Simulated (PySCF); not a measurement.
# C7H7FO: excited states

Wanted: excited states for C7H7FO (`F[C@H]1COC2=C1C=CC2`).

Programs: PySCF 2.14.0, with routines of our own; each step states its level. All values are computed. Atoms count from 0.

## 1. The system as given

16 atoms, charge 0, multiplicity 1; geometry from: GFN2-xTB.

## 2. Excited states: TDA CAM-B3LYP/def2-SVP

The job: settings as JSON, then the geometry in Å.

```
{"job": {"kind": "states", "xc": "CAM-B3LYP", "basis": "def2-SVP", "tda": true, "soc": true, "nstates": 6, "ntriplets": 6, "nquad": 4}, "charge": 0, "multiplicity": 1}
F     -2.015166     1.761771    -0.301406
C     -1.573721     0.620502     0.356635
C     -1.994392    -0.642756    -0.441260
O     -0.812350    -1.328570    -0.876531
C      0.227142    -0.619754    -0.387394
C     -0.091288     0.475461     0.332920
C      1.119428     1.107015     0.793282
C      2.162385     0.382232     0.354610
C      1.698271    -0.803149    -0.452359
H     -2.024737     0.674882     1.353710
H     -2.581133    -1.335786     0.166246
H     -2.573224    -0.353014    -1.322007
H      1.154599     2.005123     1.380632
H      3.203192     0.583154     0.524518
H      2.019628    -1.750137    -0.017187
H      2.073766    -0.768030    -1.475820
```

Level: TDA CAM-B3LYP/def2-SVP excited states, vertical, gas phase, spin-orbit mean-field couplings.

Launch:

```sh
> OMP_NUM_THREADS=1 python excited_run.py task.json out
```

This one command runs all jobs of the session in turn.

Standard output:

```text
coarse grid: 14120 points
cycle   1  E = -445.2332731524  dE =  1.945e+00  |g| = 7.440e-01  |ddm| = 4.627e+00
cycle   2  E = -445.2066672295  dE =  2.661e-02  |g| = 8.942e-01  |ddm| = 1.728e+00
cycle   3  E = -445.3409398401  dE = -1.343e-01  |g| = 7.169e-02  |ddm| = 9.779e-01
cycle   4  E = -445.3416803463  dE = -7.405e-04  |g| = 4.332e-02  |ddm| = 1.290e-01
cycle   5  E = -445.3421184664  dE = -4.381e-04  |g| = 1.151e-02  |ddm| = 5.557e-02
cycle   6  E = -445.3421462789  dE = -2.781e-05  |g| = 3.777e-03  |ddm| = 1.850e-02
cycle   7  E = -445.3421498081  dE = -3.529e-06  |g| = 6.369e-04  |ddm| = 4.628e-03
final grid: 138872 points
cycle   8  E = -445.4306325248  dE = -3.707e-05  |g| = 4.741e-03  |ddm| = 2.619e-02
cycle   9  E = -445.4306315213  dE =  1.003e-06  |g| = 5.614e-03  |ddm| = 1.105e-02
cycle  10  E = -445.4306371618  dE = -5.640e-06  |g| = 5.003e-04  |ddm| = 5.762e-03
cycle  11  E = -445.4306372064  dE = -4.462e-08  |g| = 2.098e-04  |ddm| = 6.834e-04
cycle  12  E = -445.4306372152  dE = -8.814e-09  |g| = 8.664e-05  |ddm| = 3.100e-04
cycle  13  E = -445.4306372169  dE = -1.627e-09  |g| = 1.185e-05  |ddm| = 9.834e-05
cycle  14  E = -445.4306372169  dE = -4.479e-11  |g| = 4.555e-06  |ddm| = 2.688e-05
converged SCF energy = -445.4306372169

Singlet excitations
state   eV       nm        f     d(h-e)  d(exc)  Lambda  PR(NTO)  |dmu|/D   mu/D   main configurations
  1   5.0897   243.6   0.14514   0.501   2.688   0.792   1.076    1.668    1.741   H->L 0.96
  2   6.6166   187.4   0.06901   0.699   3.128   0.653   1.345    2.349    3.163   H->L+1 0.79, H-1->L 0.12
  3   7.0383   176.2   0.00056   0.954   3.450   0.423   1.035    3.383    3.195   H->L+2 0.84
  4   7.3090   169.6   0.00288   0.552   3.498   0.366   1.050    2.426    1.934   H->L+3 0.82, H->L+4 0.10
  5   7.6171   162.8   0.11003   0.871   3.151   0.605   2.046                     H-1->L 0.42, H->L+4 0.21, H->L+6 0.14
  6   7.7597   159.8   0.00687   0.899   2.787   0.435   1.134                     H-2->L 0.55, H-4->L 0.16, H-3->L 0.10

Triplet excitations (Tamm-Dancoff)
state   eV     d(h-e)  d(exc)  Lambda  PR(NTO)   main configurations
  1   2.9183   0.265   2.409   0.790   1.071   H->L 0.94
  2   4.7471   0.171   2.278   0.647   1.744   H->L+1 0.50, H-1->L 0.28
  3   6.5289   0.269   2.940   0.719   1.671   H-1->L 0.59, H->L+1 0.31
  4   6.8552   1.116   3.240   0.435   1.045   H->L+2 0.67, H->L+6 0.12
  5   7.1749   1.343   3.426   0.373   1.041   H->L+3 0.66, H->L+4 0.18, H->L+2 0.10
  6   7.3915   0.713   2.637   0.438   1.049   H-2->L 0.51, H-4->L 0.13, H-3->L 0.13
S1 - T1 = 2.1714 eV

Spin-orbit couplings |<S|Hso|T>| (cm-1)
             T1       T2       T3       T4       T5       T6
S0        0.905    2.334    3.485   13.117    4.343   23.927
S1        0.082    0.133    0.944    1.542    1.785   12.125
S2        1.262    0.654    0.415    1.328    1.290    2.100
S3        1.567    0.667    0.632    0.682    1.625    0.215
S4        2.101    1.600    0.442    1.183    0.631    0.135
S5        1.196    1.958    0.417    1.604    1.044    6.225
S6       10.722    6.527    4.616    0.844    0.403    3.266
T1 sublevels (cm-1): 0.000 0.001 0.001   radiative rates (1/s): 0.0649 0.0296 0.478
```

Wall time 25 s (1 thread of Arm Neoverse V2, shared host); peak memory 0.83 GiB.

In short:

| quantity | value |
| --- | --- |
| S1 less T1 | 2.17 eV |

## 3. Excited states: TDDFT B3LYP/def2-SVPD

The job, as its differences from that of step 2:

```diff
@@ -1,2 +1,2 @@
-{"job": {"kind": "states", "xc": "CAM-B3LYP", "basis": "def2-SVP", "tda": true, "soc": true, "nstates": 6, "ntriplets": 6, "nquad": 4}, "charge": 0, "multiplicity": 1}
+{"job": {"kind": "states", "xc": "B3LYP", "basis": "def2-SVPD", "tpa": true, "nstates": 6, "nquad": 5, "ntriplets": 0}, "charge": 0, "multiplicity": 1}
 F     -2.015166     1.761771    -0.301406
```

Level: TDDFT B3LYP/def2-SVPD excited states, vertical, gas phase, two-photon moments by quadratic response.

Standard output:

```text
coarse grid: 14120 points
cycle   1  E = -445.4796439274  dE =  1.558e+00  |g| = 6.962e-01  |ddm| = 9.231e+00
cycle   2  E = -445.3774481830  dE =  1.022e-01  |g| = 1.043e+00  |ddm| = 2.895e+00
cycle   3  E = -445.5740402701  dE = -1.966e-01  |g| = 1.076e-01  |ddm| = 1.543e+00
cycle   4  E = -445.5757878047  dE = -1.748e-03  |g| = 5.491e-02  |ddm| = 3.162e-01
cycle   5  E = -445.5764488417  dE = -6.610e-04  |g| = 1.773e-02  |ddm| = 1.487e-01
cycle   6  E = -445.5765152004  dE = -6.636e-05  |g| = 6.815e-03  |ddm| = 5.059e-02
cycle   7  E = -445.5765260350  dE = -1.083e-05  |g| = 1.103e-03  |ddm| = 1.660e-02
cycle   8  E = -445.5765263023  dE = -2.672e-07  |g| = 1.858e-04  |ddm| = 2.216e-03
final grid: 138872 points
cycle   9  E = -445.6627096998  dE = -5.166e-05  |g| = 7.208e-03  |ddm| = 2.175e-01
cycle  10  E = -445.6626953325  dE =  1.437e-05  |g| = 1.140e-02  |ddm| = 3.312e-02
cycle  11  E = -445.6627206507  dE = -2.532e-05  |g| = 1.382e-03  |ddm| = 1.857e-02
cycle  12  E = -445.6627210571  dE = -4.064e-07  |g| = 3.444e-04  |ddm| = 3.018e-03
cycle  13  E = -445.6627210758  dE = -1.875e-08  |g| = 1.922e-04  |ddm| = 1.005e-03
cycle  14  E = -445.6627210843  dE = -8.432e-09  |g| = 2.375e-05  |ddm| = 4.205e-04
cycle  15  E = -445.6627210844  dE = -1.214e-10  |g| = 9.434e-06  |ddm| = 9.542e-05
converged SCF energy = -445.6627210844

Singlet excitations
state   eV       nm        f     d(h-e)  d(exc)  Lambda  PR(NTO)  |dmu|/D   mu/D   delta(TPA)   sigma/GM   main configurations
  1   4.4539   278.4   0.07695   0.410   2.843   0.778   1.106    1.233    1.609       63.82      0.464   H->L 0.98
  2   5.2714   235.2   0.00328   1.090   3.916   0.405   1.007    4.017    3.696       39.97      0.407   H->L+1 0.87, H->L+2 0.12
  3   5.5696   222.6   0.06414   1.200   3.852   0.536   1.112    4.256    5.002      119.07      1.353   H->L+2 0.84, H->L+1 0.11
  4   5.7541   215.5   0.01116   0.432   4.189   0.331   1.012    2.214    1.787       21.73      0.264   H->L+3 0.97
  5   6.2123   199.6   0.00776   0.452   3.771   0.527   1.228    2.166    2.601      188.30      2.662   H->L+4 0.90, H-1->L 0.09
  6   6.3997   193.7   0.00218   1.596   4.482   0.322   1.008                                            H->L+5 0.97
```

Run time: 43 s. Hardware: 1 thread of Arm Neoverse V2, shared host; peak memory 0.94 GiB.

## 4. Results

```
                                   quantity    value
S1 less T1 (step 2, TDA CAM-B3LYP/def2-SVP)  2.17 eV
```

In words: In step 2, the number of triplets below S1 is 2, and the largest singlet-triplet spin-orbit coupling is S0–T6, 23.93 cm⁻¹.
